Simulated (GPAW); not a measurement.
Runs of GPAW 26.7.0 on AgRh. It takes space group P-6m2 (No. 187, hexagonal). The conventional cell has a = 2.778 Å, b = 2.778 Å, c = 4.809 Å, α = 90.00°, β = 90.00°, γ = 120.00°. Ag (site symmetry -6m2) is surrounded by 6 Ag at 2.78 Å and 6 Rh at 2.89 Å. Rh (site symmetry -6m2) is surrounded by 6 Rh at 2.78 Å and 6 Ag at 2.89 Å. The cell comes from a database or a generator and needn't be the stable form of this composition.

```csv
task,level,potentials or basis,cell,k mesh,cutoff (eV),maxiter,optimizer,fmax,max steps,convergence,gap on the mesh (eV),pressure (GPa),relaxed volume (Å³/atom)
relaxation of cell and atoms,PBEsol,"PAW data sets generated in the run's folder for this functional, pw",relaxed,8 × 8 × 4,600,150,BFGS,0.02 eV/Å,60,density=1e-05 forces=0.0001,none,-0.1,15.11
relaxation of cell and atoms,PBEsol+D3(BJ)+ATM,"PAW data sets generated in the run's folder for this functional, pw",relaxed,8 × 8 × 4,600,150,BFGS,0.02 eV/Å,60,density=1e-05 forces=0.0001,none,0.0,14.73
relaxation of cell and atoms,PBEsol+D3(BJ),"PAW data sets generated in the run's folder for this functional, pw",relaxed,8 × 8 × 4,600,150,BFGS,0.02 eV/Å,60,density=1e-05 forces=0.0001,none,0.0,14.61
optical spectrum,LDA,"the program's PAW data sets (release 1.2.1) made for this functional, pw",as given,9 × 9 × 5,500,150,-,-,-,-,none,-,-
single point,PBE,"GPAW PAW data sets (gpaw-data 1.2.1), pw",as given,9 × 9 × 5,500,120,-,-,-,default,none,-1.8,-
relaxation of cell and atoms,PBEsol+D3,"PAW data sets generated in the run's folder for this functional, pw",relaxed,8 × 8 × 4,600,150,BFGS,0.02 eV/Å,60,density=1e-05 forces=0.0001,none,0.1,(b)
relaxation of cell and atoms,PBEsol+D4,"PAW data sets generated in the run's folder for this functional, pw",relaxed,8 × 8 × 4,600,150,BFGS,0.02 eV/Å,60,density=1e-05 forces=0.0001,none,0.0,(a)
```

Alike in all rows: no spin polarisation; smearing fermi-dirac 0.05 eV.

Task: Estimate the missing entries.

Result: (a) 14.79; (b) 14.66.

Caveats: later steps reuse the first step's grids (some runs); pairwise dispersion overbinds metals, which lowers pressure and volume (some runs); the intraband term hangs on this k mesh (some runs); the long-wavelength limit can be off by several per cent where d states take part (some runs); independent-particle spectra lack excitons (some runs); the cutoff is short for stress and forces, so pressures can be off by a GPa or more (some runs).

A k mesh can miss the band edges, and the runs leave out spin-orbit coupling on Ag, Rh.

A gap of «none» marks a metal or a gap under the smearing width.
